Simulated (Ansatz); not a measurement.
Working through harmonic frequencies at the relaxed geometry of GeS

With Ansatz 0.2.0, Python API.

Interactive session:
```pycon
>>> import itertools
>>> import warnings
>>> import ansatz as az
>>> from ase.data import atomic_numbers, covalent_radii
>>> import numpy as np
>>> warnings.simplefilter("ignore", az.DeckWarning)
>>> geometry_ang = [
...     ("Ge", (0.0, 0.0, 0.0)),
...     ("S", (0.0, 0.0, 2.145)),
... ]
>>> system = az.Crystal.molecule()
>>> for symbol, xyz in geometry_ang:
...     system = system.atom(symbol, xyz)
...
>>> setup = system.calculation().basis(gaussian="def2-TZVP").functional("hf")
>>> symbols = [site.symbol for site in system.cartesian_sites]
>>> start = np.array([site.position_ang for site in system.cartesian_sites], dtype=float)
>>> r = setup.relax(force_tolerance=0.003).run(threads=1).report
>>> end = np.array(r["positions_ang"])
>>> # pairs closer than 1.2 times the sum of covalent radii, before or after
>>> radius = [covalent_radii[atomic_numbers[s]] for s in symbols]
>>> span = lambda where, i, j: np.linalg.norm(where[i] - where[j])
>>> bonded = [(i, j) for i, j in itertools.combinations(range(len(symbols)), 2) if min(span(start, i, j), span(end, i, j)) < 1.2 * (radius[i] + radius[j])]
>>> print("pair        before    after (A)")
pair        before    after (A)
>>> for i, j in bonded:
...     print(f"{symbols[i]}{i}-{symbols[j]}{j}".ljust(10), f"{span(start, i, j):8.4f} {span(end, i, j):8.4f}")
...
Ge0-S1       2.1450   1.9979
>>> # frequencies need a stationary point, so they are taken at the relaxed geometry
>>> minimum = az.Crystal.molecule()
>>> for symbol, place in zip(symbols, end):
...     minimum = minimum.atom(symbol, place.tolist())
...
>>> vibrating = (
...     minimum.calculation()
...     .basis(gaussian="def2-TZVP")
...     .functional("hf")
...     .phonons(temperatures=(298.15, 498.15, 100))
... )
>>> vib = vibrating.run(threads=1).report["vibrations"]
>>> sums = vib["harmonic_sums"]
>>> modes = [m["omega_inv_cm"] for m in sums["modes_at_gamma"] if m["rigid_motion"] == "no"]
>>> print("frequencies (1/cm):", " ".join(f"{w:.0f}" for w in modes))
frequencies (1/cm): 635
>>> print("imaginary modes:", sum(w < 0 for w in modes), " zero-point energy:", round(sums["zero_point_energy_ev"], 4), "eV")
imaginary modes: 0  zero-point energy: 0.0393 eV
>>> print("T (K)   F_vib (eV)   S_vib (meV/K)   C_vib (meV/K)")
T (K)   F_vib (eV)   S_vib (meV/K)   C_vib (meV/K)
>>> for row in zip(sums["temperatures_k"], sums["vibrational_free_energy_ev"], vib["entropy_ev_per_k"], vib["heat_capacity_ev_per_k"]):
...     print(f"{row[0]:6.1f} {row[1]:11.4f} {1000 * row[2]:13.4f} {1000 * row[3]:15.4f}")
...
 298.1      0.0381        0.0171          0.0416
 398.1      0.0357        0.0314          0.0566
 498.1      0.0319        0.0451          0.0656
```

Notes:
- The frequencies are harmonic and unscaled, in a modest basis.
- The spin state was assumed, and another may lie lower.
- It ran for 17 s on 1 thread of AMD EPYC 7B13 (Zen 3), with other jobs on the host, peak memory 0.22 GiB.
